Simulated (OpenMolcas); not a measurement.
# One shape, several levels: quartet C2HCl2Si

Aim: a comparison of 5 runs (UHF/3-21G, UB3LYP/6-31G*, UBHLYP/cc-pVDZ, UM06-L/cc-pVDZ, ROCCSD(T)/cc-pVDZ) of quartet C2HCl2Si. 

Program for the calculation: OpenMolcas 26.06.

### Step 1. The structure to begin with

The species is C2HCl2Si (6 atoms), meant as a quartet with charge 0. SMILES of the parent species: `C#C[Si](Cl)Cl`. The coordinates come from a PBE0-D4/def2-TZVP relaxation. That shape belongs to the parent species and isn't relaxed for this state.

Bond lengths: C1–C2 1.208 Å, C2–Si3 1.804 Å, Si3–Cl4 2.043 Å, Si3–Cl5 2.043 Å, C1–H6 1.066 Å. Angles: C1–C2–Si3 172.9°, C2–Si3–Cl4 109.7°, C2–Si3–Cl5 109.7°, Cl4–Si3–Cl5 110.2°, C2–C1–H6 179.0°.

### Step 2. A single-point energy at UHF/3-21G (run 1)

File mol.input:

```
&GATEWAY
  BasLib
  $CurrDir
  Coord
  6
  angstrom
  C        1.324500       0.483500       1.111500
  C        0.521500       0.095400       0.297200
  Si      -0.504400      -0.583800      -1.021800
  Cl      -1.914000      -1.830600      -0.226100
  Cl      -1.406000       0.937000      -2.046300
  H        2.020400       0.834500       1.839400
  Basis
  3-21G
  Group
  NoSym

&SEWARD

&SCF
  UHF
  Spin
  4
  Thresholds
  1e-10 1e-07 1e-07 1e-05
  PrOrbitals
  1 1
```

The basis set 3-21G is read from a file made from the Basis Set Exchange's data (not shown).

Launch:

```console
$ export MOLCAS_MEM=1860
$ pymolcas mol.input > mol.log
```

What it wrote:

```text
--- Start Module: gateway ---
[...]
--- Stop Module: gateway /rc=_RC_ALL_IS_WELL_ ---
--- Start Module: seward ---
[...]
      Basis functions           59
--- Stop Module: seward /rc=_RC_ALL_IS_WELL_ ---
--- Start Module: scf ---
[...]
       Convergence after  66 Iterations
[...]
::    Total SCF energy                              -1277.7163972497
[...]
      Total spin, S                                     1.5108454807
[...]
      Total electronic charge=   61.000000
      Total            charge=   -0.000000
[...]
      Dipole Moment (debye):
      Origin of the operator (angstrom)=   -0.8625   -0.3237   -0.7264
                   X=  3.9486E+00               Y=  2.8828E-01               Z=  1.5421E+00           Total=  4.2489E+00
      Quadrupole Moment (debye*angstrom):
[...]
--- Stop Module: scf /rc=_RC_ALL_IS_WELL_ ---
[...]
```

Wall time 5.7 s (1 thread of Intel Xeon 6975P-C (Granite Rapids), shared host); peak memory 0.39 GiB.

### Step 3. A single-point energy at UB3LYP/6-31G(d) (spherical functions) (run 2)

File calc.inp:

```
* C2HCl2Si Kohn-Sham DFT

&GATEWAY
  BasLib=$CurrDir
  Coord
  6
  angstrom
  C        1.324500       0.483500       1.111500
  C        0.521500       0.095400       0.297200
  Si      -0.504400      -0.583800      -1.021800
  Cl      -1.914000      -1.830600      -0.226100
  Cl      -1.406000       0.937000      -2.046300
  H        2.020400       0.834500       1.839400
  Basis=6-31Gs
  Group=NoSym

&SEWARD
  GridInput
  Grid=UltraFine
  End of Grid

&SCF
  UHF
  Spin=4
  KSDFT=B3LYP
  Thresholds=1e-10 1e-07 1e-07 1e-05
  PrOrbitals=1 1
```

The basis set 6-31G* is read from a file made from the Basis Set Exchange's data (not shown).

Launch:

```console
$ export MOLCAS_MEM=1860
$ pymolcas calc.inp > calc.log
```

What it wrote:

```text
--- Start Module: gateway ---
[...]
--- Stop Module: gateway /rc=_RC_ALL_IS_WELL_ ---
--- Start Module: seward ---
[...]
      Basis functions           84
--- Stop Module: seward /rc=_RC_ALL_IS_WELL_ ---
[...]
--- Start Module: scf ---
[...]
       Convergence after  29 Iterations
[...]
::    Total KS-DFT energy                           -1286.4914198688
[...]
      Total spin, S                                     1.5018068614
[...]
      Total electronic charge=   61.000000
      Total            charge=   -0.000000
[...]
      Dipole Moment (debye):
      Origin of the operator (angstrom)=   -0.8625   -0.3237   -0.7264
                   X=  2.4887E+00               Y=  6.0981E-01               Z=  1.6235E+00           Total=  3.0334E+00
      Quadrupole Moment (debye*angstrom):
[...]
--- Stop Module: scf /rc=_RC_ALL_IS_WELL_ ---
[...]
```

It took 34 s on 1 thread of Intel Xeon 6975P-C (Granite Rapids), shared host; peak memory 0.47 GiB.

### Step 4. A single-point energy at UBHLYP/cc-pVDZ (run 3)

File mol.inp:

```
* C2HCl2Si Kohn-Sham DFT
>>> EXPORT MOLCAS_PRINT=2
&GATEWAY
BasLib
$CurrDir
Coord
6
angstrom
C        1.324500       0.483500       1.111500
C        0.521500       0.095400       0.297200
Si      -0.504400      -0.583800      -1.021800
Cl      -1.914000      -1.830600      -0.226100
Cl      -1.406000       0.937000      -2.046300
H        2.020400       0.834500       1.839400
Basis
cc-pVDZ
Group
NoSym
&SEWARD
GridInput
Grid=UltraFine
End of Grid
&SCF
UHF
Spin
4
KSDFT
HYB_GGA_XC_BHANDHLYP
Thresholds
1e-10 1e-07 1e-07 1e-05
PrOrbitals
1 2
```

The basis set cc-pVDZ is read from a file made from the Basis Set Exchange's data (not shown).

Launch:

```console
$ export MOLCAS_MEM=1860
$ pymolcas mol.inp > mol.log
```

What it wrote:

```text
--- Start Module: gateway ---
[...]
--- Stop Module: gateway /rc=_RC_ALL_IS_WELL_ ---
--- Start Module: seward ---
[...]
      Basis functions           87
--- Stop Module: seward /rc=_RC_ALL_IS_WELL_ ---
[...]
--- Start Module: scf ---
[...]
       Convergence after  38 Iterations
[...]
::    Total KS-DFT energy                           -1286.4792799897
[...]
      Total spin, S                                     1.5030085287
[...]
      Total electronic charge=   61.000000
      Total            charge=   -0.000000
[...]
      Dipole Moment (debye):
      Origin of the operator (angstrom)=   -0.8625   -0.3237   -0.7264
                   X=  2.3547E+00               Y=  4.8385E-01               Z=  1.3946E+00           Total=  2.7791E+00
      Quadrupole Moment (debye*angstrom):
[...]
--- Stop Module: scf /rc=_RC_ALL_IS_WELL_ ---
[...]
```

Run time: 58 s. Hardware: 1 thread of Intel Xeon 6975P-C (Granite Rapids), shared host; peak memory 0.48 GiB.

Run 4 isn't shown in full; the table further down has it.

### Step 5. The energy at ROCCSD(T)/cc-pVDZ (run 5)

File mol.inp:

```
&GATEWAY
BasLib = $CurrDir
Coord
6
angstrom
C        1.324500       0.483500       1.111500
C        0.521500       0.095400       0.297200
Si      -0.504400      -0.583800      -1.021800
Cl      -1.914000      -1.830600      -0.226100
Cl      -1.406000       0.937000      -2.046300
H        2.020400       0.834500       1.839400
Basis = cc-pVDZ
Group = NoSym
&SEWARD
&SCF
UHF
Spin = 4
Thresholds = 1e-10 1e-07 1e-07 1e-05
PrOrbitals = 0
&RASSCF
FileOrb = $Project.UnaOrb
Spin = 4
Nactel = 3 0 0
Inactive = 29
Ras2 = 3
OutOrbitals = Canonical
OrbListing = NoCore
&MOTRA
JobIph
Frozen = 17
&CCSDT
CCT
Triples = 3
Iterations = 80
Accuracy = 1e-08
Extrapolation = 5 4
```

The basis set cc-pVDZ is read from a file made from the Basis Set Exchange's data (not shown).

Launch:

```console
$ export MOLCAS_MEM=1860
$ pymolcas mol.inp > mol.log
```

What it wrote:

```text
--- Start Module: gateway ---
[...]
--- Stop Module: gateway /rc=_RC_ALL_IS_WELL_ ---
[...]
      Basis functions           87
[...]
       Convergence after  69 Iterations
[...]
::    Total SCF energy                              -1284.1149599434
[...]
      Total spin, S                                     1.5095462487
[...]
      Number of active orbitals                  3
[...]
      Spin quantum number                      1.5
[...]
      Active orbitals                            3
[...]
      Number of CSFs                             1
[...]
      Number of root(s) required                 1
[...]
      Convergence after 10 iterations
[...]
      printout of CI-coefficients larger than  0.05 for root  1
      energy=   -1284.106357
      conf/sym  111     Coeff  Weight
             1  uuu   1.00000 1.00000
      Natural orbitals and occupation numbers for root  1
      sym 1:   1.000000   1.000000   1.000000
      ************************************************************************************************************************
      *                                                    Final results                                                     *
[...]
::    RASSCF root number  1 Total energy:  -1284.10635732
[...]
      Total electronic charge=   61.000000
      Total            charge=   -0.000000
[...]
      Dipole Moment (debye):
      Origin of the operator (angstrom)=   -0.8625   -0.3237   -0.7264
                   X=  2.6569E+00               Y=  4.2402E-01               Z=  1.3882E+00           Total=  3.0275E+00
      Quadrupole Moment (debye*angstrom):
[...]
--- Start Module: motra ---
[...]
      *** WARNING: Default frozen orbitals is overwritten by user input.
      *** Default values:  14
[...]
--- Stop Module: motra /rc=_RC_ALL_IS_WELL_ ---
--- Start Module: ccsdt ---
[...]
      Convergence after                    26  Iterations
      Total energy (diff) :   -1284.69920437      -0.00000001
[...]
 METHOD                       : CCSD+T(CCSD)+<T3(1)WT1>+<T3(1)UT2> = CCSD(T)
[...]
       CCSD     =     -1284.6992043688708
[...]
--- Stop Module: ccsdt /rc=_RC_ALL_IS_WELL_ ---
[...]
```

It took 60 s on 1 thread of Intel Xeon 6975P-C (Granite Rapids), shared host; peak memory 0.48 GiB.

### Step 6. Overview of the runs

```csv
run,level,integration grid,frozen core orbitals,energy (Eh),dipole moment (D),HOMO energy (eV),⟨S²⟩,wall time
1,UHF/3-21G,–,–,-1277.716397,4.25,-7.07,3.793,5.7 s
2,UB3LYP/6-31G* (spherical functions),UltraFine,–,-1286.491420,3.03,-3.55,3.757,34 s
3,UBHLYP/cc-pVDZ,UltraFine,–,-1286.479280,2.78,-4.85,3.762,58 s
4,UM06-L/cc-pVDZ,UltraFine,–,-1286.505695,2.67,-2.92,3.761,67 s
5,ROCCSD(T)/cc-pVDZ,–,17,-1284.717793,–,–,–,60 s
```

### Step 7. What came out

```
             quantity           value
  run 5: total energy  -1284.71779 Eh
run 5: (T) correction      -18.59 mEh
```

**Reading.** Over runs 1, 2, 3, 4 the dipole moment (its size) runs from 2.67 D (UM06-L/cc-pVDZ) to 4.25 D (UHF/3-21G). The two ends differ in method and basis. Totals of different functionals can't be ranked against each other. All runs together took 3.7 min, the longest 67 s.
